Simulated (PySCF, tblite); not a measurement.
# C5H12F3PSi: geometry, infrared bands and NMR shifts

What infrared bands and NMR shifts should C5H12F3PSi (`CCP(C[SiH3])CC(F)(F)F`) show?

Programs: tblite 0.8.0 and PySCF 2.14.0, with density-fitted response routines of our own. Each step states its level of theory. These are calculated values for one molecule in the gas phase, unless marked as measured. Atoms are numbered from 0 throughout.

### Step 1. The molecule as given

22 atoms, charge 0, multiplicity 1; geometry from: force field or distance geometry start.

Bonds of the start (Å): C0–C1 1.53, C1–P2 1.83, P2–C3 1.84, C3–Si4 1.85, P2–C5 1.88, C5–C6 1.53, C6–F7 1.34, C6–F8 1.35, C6–F9 1.36, C0–H10 1.09, C0–H11 1.09, C0–H12 1.09, C1–H13 1.09, C1–H14 1.11, C3–H15 1.11, C3–H16 1.10, Si4–H17 1.49, Si4–H18 1.49, Si4–H19 1.48, C5–H20 1.09, C5–H21 1.10.

### Step 2. Relaxing the molecule with GFN2-xTB

The job: settings as JSON, then the geometry in Å.

```
{"job": {"kind": "relax", "xc": "GFN2-xTB", "basis": "xTB"}, "charge": 0, "multiplicity": 1}
C      2.837200    -0.206700     0.058600
C      1.545700     0.533600     0.424500
P      0.136900     0.076100    -0.658400
C     -0.281700    -1.595000    -0.009400
Si    -1.609400    -2.428900    -1.000600
C     -1.227600     1.098600     0.131600
C     -1.153600     2.606300    -0.101800
F     -1.145400     2.924600    -1.405600
F     -0.057000     3.152100     0.474200
F     -2.240200     3.201400     0.461700
H      2.729000    -1.288100     0.186900
H      3.107900    -0.014300    -0.979500
H      3.647600     0.133400     0.707800
H      1.741700     1.602900     0.343300
H      1.297200     0.334300     1.482900
H     -0.580100    -1.533000     1.063000
H      0.616100    -2.226000    -0.039700
H     -1.198600    -2.611300    -2.424900
H     -2.867100    -1.631700    -0.952900
H     -1.897500    -3.766900    -0.434900
H     -2.184500     0.750000    -0.253400
H     -1.226800     0.908000     1.213900
```

On the command line:

```console
OMP_NUM_THREADS=1 python probes_run.py task.json out
```

The driver reads the jobs from task.json and runs them one after another.

**Question.** This job is followed by: GFN2-xTB harmonic vibrations, gas phase; GIAO PBE0/pcSseg-1 NMR shielding, non-relativistic, gas phase. What will the session give for the following? strongest single infrared mode (GFN2-xTB); zero-point energy (GFN2-xTB); 13C shifts against TMS (PBE0/pcSseg-1); 1H shifts against TMS (PBE0/pcSseg-1, means over atoms taken as alike); 31P shifts against H3PO4 (PBE0/pcSseg-1); 29Si shifts against TMS (PBE0/pcSseg-1); 19F shifts against CFCl3 (PBE0/pcSseg-1, means over atoms taken as alike).

As calculated:

```
                                                                 quantity                             value
                                strongest single infrared mode (GFN2-xTB)              796 cm⁻¹, 332 km/mol
                                             zero-point energy (GFN2-xTB)                     98.6 kcal/mol
                                   13C shifts against TMS (PBE0/pcSseg-1)  136.2, 41.1, 35.4, 12.3, 8.6 ppm
   1H shifts against TMS (PBE0/pcSseg-1, means over atoms taken as alike)  4.00, 2.13, 1.68, 1.19, 0.65 ppm
                                 31P shifts against H3PO4 (PBE0/pcSseg-1)                         -49.5 ppm
                                  29Si shifts against TMS (PBE0/pcSseg-1)                         -75.8 ppm
19F shifts against CFCl3 (PBE0/pcSseg-1, means over atoms taken as alike)                         -74.9 ppm
```

**Reading.** The optimisation took 125 steps and gained 0.200 eV; among the close pairs (by a distance rule), C3–Si4 changed most, from 1.855 to 1.908 Å. No mode is imaginary among the 60: a minimum at this level. The strongest single mode, at 796 cm⁻¹, has its largest shares on C3, H19, H18 and Si4 (the list is cut at 4 atoms). Unscaled tight-binding wavenumbers are off by several per cent, some by more. Its intensities can rank the bands wrongly. At PBE0/pcSseg-1: The largest span, 176 ppm, is at F7, F8, F9, where the paramagnetic term is -228 ppm.
